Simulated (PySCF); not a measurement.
# CH7NO2Si2: the cost of one run

Computed with PySCF 2.14.0, with density-fitted response routines of our own, on a single molecule in the gas phase. Atoms count from 0, in the outputs and in this text.

### Step 1. Starting geometry

13 atoms, charge 0, multiplicity 1; geometry from: GFN2-xTB. The atoms were then displaced at random by about 0.01 Å, so the start is not that level's minimum.

Bonds of the start (Å): O0–C1 1.22, C1–O2 1.32, O2–Si3 1.63, Si3–N4 1.74, N4–Si5 1.73, C1–H6 1.12, Si3–H7 1.46, Si3–H8 1.46, N4–H9 1.02, Si5–H10 1.45, Si5–H11 1.47, Si5–H12 1.47.

### Step 2. Geometry optimisation at PBE0-D3(BJ)/def2-SVP

Job settings and geometry (Å):

```
{"job": {"xc": "PBE0", "basis": "def2-SVP", "d3": "d3bj", "grid": 1, "shake": 0.01, "kind": "geom"}, "charge": 0, "multiplicity": 1}
O      3.382190    -0.690420    -0.219290
C      2.927860     0.245440     0.411920
O      1.654300     0.546800     0.559970
Si     0.504180    -0.368280    -0.150510
N     -0.914420     0.411990     0.476180
Si    -2.569530    -0.018140     0.210920
H      3.590090     0.960300     0.959690
H      0.619930    -0.238840    -1.599600
H      0.563030    -1.739410     0.344470
H     -0.746830     1.271350     1.000600
H     -2.889450     0.088010    -1.203230
H     -2.736230    -1.408220     0.648170
H     -3.379300     0.922550     1.007300
```

Launch:

```
> OMP_NUM_THREADS=1 python probes_run.py task.json out
```

One launch serves the whole session: the jobs run in the order shown.

Q: Estimate the wall time and peak memory of this first job on 1 thread of Arm Neoverse N1, shared host.

About 4.4 min, with a peak of 0.53 GiB.
